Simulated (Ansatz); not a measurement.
Consider a check of PAW against all-electron LAPW of TaN, space group P-6m2 (the Ansatz DFT code, driven from Python).

`paw_lapw.py`:
```python
"""PAW against all-electron LAPW for TaN."""

import ansatz as az
import numpy as np
import pandas as pd


def count_gap(report):
    # lowest empty less highest filled band, counting bands; zero where they overlap
    return max(report.get("gap_by_band_count_ev") or 0.0, 0.0)

tan = (
    az.Lattice.from_parameters(2.938, 2.938, 2.883, alpha=90.0, beta=90.0, gamma=120.0)
    .atom("Ta", (1 / 3, 2 / 3, 0.5))
    .atom("N", (0.0, 0.0, 0.0))
)

calculation = (
    tan.calculation()
    .functional("pbesol")
    .occupations("fermi_dirac", width=0.1)
    .kpoints(12, 12, 10)  # sampling of the Brillouin zone
    .stress()  # GPa
    .forces()  # eV per angstrom
    .band_table()
)
variants = {
    "PAW": calculation.pseudopotentials("paw"),
    "LAPW": calculation.pseudopotentials("all_electron", lapw=True),
}
# totals differ by the cores that each treatment holds, so compare what does not depend on them
rows = []
for label, variant in variants.items():
    data = variant.run(threads=1, backend="cpu").report
    levels = np.array(data["eigenvalues_ev"][0]) - data["fermi_energy_ev"]
    print(label, "levels at the first k-point near E_F:", np.round(levels[np.abs(levels) < 5], 3))
    rows.append((label, data["n_electrons"], np.trace(data["stress_gpa"]) / 3, count_gap(data)))
print(pd.DataFrame(rows, columns=["treatment", "electrons in bands", "P GPa", "gap by band count eV"]).round(4).to_string(index=False))
```

How well do the two treatments of the cores agree on the pressure?

PAW gives -4.870 GPa and LAPW -4.783 GPa, 0.09 GPa apart. They took 2.3 and 43.6 s of processor time.

The run itself:

```console
$ python paw_lapw.py
DeckWarning: basis.ecutwfc = 420 eV, auto-derived from the records' recommended cutoffs: set by Ta (normal level)
PAW levels at the first k-point near E_F: [-4.591 -4.591 -4.241 -2.942  2.176  3.566  3.566  3.967]
LAPW levels at the first k-point near E_F: [-4.584 -4.584 -4.234 -2.93   2.183  3.566  3.566  3.971  3.971]
treatment  electrons in bands   P GPa  gap by band count eV
      PAW                18.0 -4.8700                   0.0
     LAPW                52.0 -4.7827                   0.0
```
(Warnings from the package without file and line.)

Notes:
- No spin polarisation was allowed.
- The computed bands are complete only to about 3.3 eV above the Fermi level.
- For a metal this k-point mesh is coarse: on a finer one energies can move by several to tens of meV an atom and pressures by half a GPa or more, differences at one mesh by less.
- A gap by band count of zero or less means overlapping bands, a metal.
- The starting cell is as deposited in a crystallographic database; the results hold for this polymorph, which needn't be the stable one.
- Gaps and levels are Kohn-Sham values on a finite set of k-points, without spin-orbit coupling.
- Pressure is positive in compression; the treatments may keep other shells as core, so totals and counts of electrons can differ.
- Hardware and time: 47 s on 1 thread of Intel(R) Xeon(R) Processor @ 2.30GHz, with other jobs on the host, peak memory 0.8 GiB.
